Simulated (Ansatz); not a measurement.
# CH4BGaO2 (SMILES [OH][Ga]1[BH]O[CH2]1): HF/6-31G(d) (spherical functions)

Aim: the energy change on altering one bond length of CH4BGaO2 at HF/6-31G* (spherical functions), from 2 runs. 

The calculation is run with Ansatz 0.2.0.

95 further runs of the same task are left out: 95 set aside as unsound or not needed. Runs told in other sessions of the task aren't counted.

**1. Starting point**

CH4BGaO2 has 9 atoms, charge 0, and is taken as a singlet. SMILES: `[OH][Ga]1[BH]O[CH2]1`. Geometry: relaxed at PBE0-D4/def2-TZVP. This is one conformer, not always the lowest.

Bond lengths: O1–Ga2 1.783 Å, Ga2–B3 2.109 Å, B3–O4 1.344 Å, Ga2–C5 2.048 Å, O4–C5 1.464 Å, O1–H6 0.960 Å, B3–H7 1.194 Å, C5–H8 1.092 Å, C5–H9 1.092 Å. Some angles: O1–Ga2–B3 155.6°, O1–Ga2–C5 135.3°, B3–Ga2–C5 69.1°, Ga2–B3–O4 88.8°, B3–O4–C5 114.1°, Ga2–C5–O4 88.1°, Ga2–O1–H6 114.5°, Ga2–B3–H7 149.7°, O4–B3–H7 121.5°, Ga2–C5–H8 120.2°.

**2. The energy at HF/6-31G(d) (spherical functions)**

Input file run.yaml:

```yaml
crystal:
  periodic: [false, false, false]
  atoms:
    - symbol: O
      position_ang: [-0.140900, 2.668400, -0.180000]
    - symbol: Ga
      position_ang: [0.206000, 0.920500, -0.222600]
    - symbol: B
      position_ang: [1.299500, -0.808200, -0.735000]
    - symbol: O
      position_ang: [0.383300, -1.546100, -0.084800]
    - symbol: C
      position_ang: [-0.698300, -0.762500, 0.515200]
    - symbol: H
      position_ang: [-0.939100, 2.905000, 0.298100]
    - symbol: H
      position_ang: [2.237800, -1.312200, -1.273600]
    - symbol: H
      position_ang: [-0.704200, -0.956900, 1.589800]
    - symbol: H
      position_ang: [-1.644100, -1.108100, 0.092800]
basis:
  gaussian:
    orbitals: 6-31G_st_-spherical.json
accuracy: high
output:
  orbitals: {seedname: orbitals}
hamiltonian:
  xc: hf
```

The basis set 6-31G* is read from a file made from the Basis Set Exchange's data (not shown).

On the command line:

```
$ ansatz run run.yaml --threads 1 --pin off --max-ram 2610MiB --events-out events.jsonl --progress --plain --runs-dir runs
```

The program printed:

```text
Warning: RAYON_NUM_THREADS=1 ignored (pool sized by the plan → 1); use --threads N
Functional definition: HF
  name "HF"
  exchange = exact_x
  correlation = 0
2182 factors; integrals over basis functions are off by at most 8.8e-9 eV
mean field evaluation 1: about -58161.6164 eV, gradient 4.4e1 eV
mean field evaluation 2: about -58161.7203 eV, gradient 4.4e1 eV
mean field evaluation 4: about -58166.0294 eV, gradient 3.9e0 eV
mean field evaluation 8: about -58166.1086 eV, gradient 4.3e-1 eV
mean field evaluation 16: about -58166.1096 eV, gradient 1.7e-8 eV
mean field -58166.10961901 eV, -2137.5651020935 hartree, gradient 2.2e-8 eV, S^2 0.000000; 0 other end points of the search recorded, 0 dependent functions left out
reference -58166.10961901 eV, -2137.5651020935 hartree; 31, 31 occupied and 65, 65 virtual orbitals, 2182 factors
Total energy: -58166.10961901 eV, -2137.5651020935 hartree
```

Run time: 5.1 s. Hardware: 1 thread of Arm Neoverse V1, shared host; peak memory 0.3 GiB.

**3. The distorted shape, same level**

Input file in.yaml:

```yaml
crystal:
  periodic: [false, false, false]
  atoms:
    - symbol: O
      position_ang: [0.332039, 2.841214, 0.031217]
    - symbol: Ga
      position_ang: [0.678939, 1.093314, -0.011383]
    - symbol: B
      position_ang: [1.772439, -0.635386, -0.523783]
    - symbol: O
      position_ang: [0.856239, -1.373286, 0.126417]
    - symbol: C
      position_ang: [-0.225361, -0.589686, 0.726417]
    - symbol: H
      position_ang: [-0.466161, 3.077814, 0.509317]
    - symbol: H
      position_ang: [2.710739, -1.139386, -1.062383]
    - symbol: H
      position_ang: [-0.231261, -0.784086, 1.801017]
    - symbol: H
      position_ang: [-1.644100, -1.108100, 0.092800]
basis:
  gaussian: {orbitals: 6-31G_st_-spherical.json}
magnetization: {spin_polarized: false}
hamiltonian: {xc: hf}
accuracy: high
output: {orbitals: {seedname: orbitals}}
```

The basis set 6-31G* is read from a file made from the Basis Set Exchange's data (not shown).

On the command line:

```
$ ansatz run in.yaml --threads 1 --pin off --max-ram 2610MiB --events-out events.jsonl --progress --plain --runs-dir runs
```

The program printed:

```text
Warning: RAYON_NUM_THREADS=1 ignored (pool sized by the plan → 1); use --threads N
[... 4 set-up lines as earlier in the session ...]
2192 factors; integrals over basis functions are off by at most 5.0e-9 eV
mean field evaluation 1: about -58159.3009 eV, gradient 4.4e1 eV
mean field evaluation 2: about -58159.4057 eV, gradient 4.4e1 eV
mean field evaluation 4: about -58163.7442 eV, gradient 3.9e0 eV
mean field evaluation 8: about -58163.8320 eV, gradient 4.8e-1 eV
mean field evaluation 16: about -58163.8332 eV, gradient 1.6e-8 eV
mean field -58163.83322872 eV, -2137.4814462932 hartree, gradient 1.9e-8 eV, S^2 0.000000; 0 other end points of the search recorded, 0 dependent functions left out
reference -58163.83322872 eV, -2137.4814462932 hartree; 31, 31 occupied and 65, 65 virtual orbitals, 2192 factors
Total energy: -58163.83322872 eV, -2137.4814462932 hartree
```

Run time: 4.8 s. Hardware: 1 thread of Arm Neoverse V1, shared host; peak memory 0.31 GiB.

**4. Results**

Level: HF/6-31G* (spherical functions).

| quantity | value |
| --- | --- |
| first shape: total energy | -2137.56510 Eh |
| first shape: HOMO energy | -9.44 eV |
| first shape: LUMO energy | 1.27 eV |
| first shape: HOMO–LUMO gap | 10.70 eV |
| distorted shape: total energy | -2137.48145 Eh |
| distorted shape: HOMO energy | -9.56 eV |
| distorted shape: LUMO energy | 1.14 eV |
| distorted shape: HOMO–LUMO gap | 10.71 eV |
| energy change with the C5–H9 bond stretched from 1.092 to 1.638 Å | 2.276 eV |

With the C5–H9 bond stretched from 1.092 to 1.638 Å the energy rises by 2.28 eV (220 kJ/mol). The first shape isn't relaxed at this level, so the change isn't measured from a minimum.
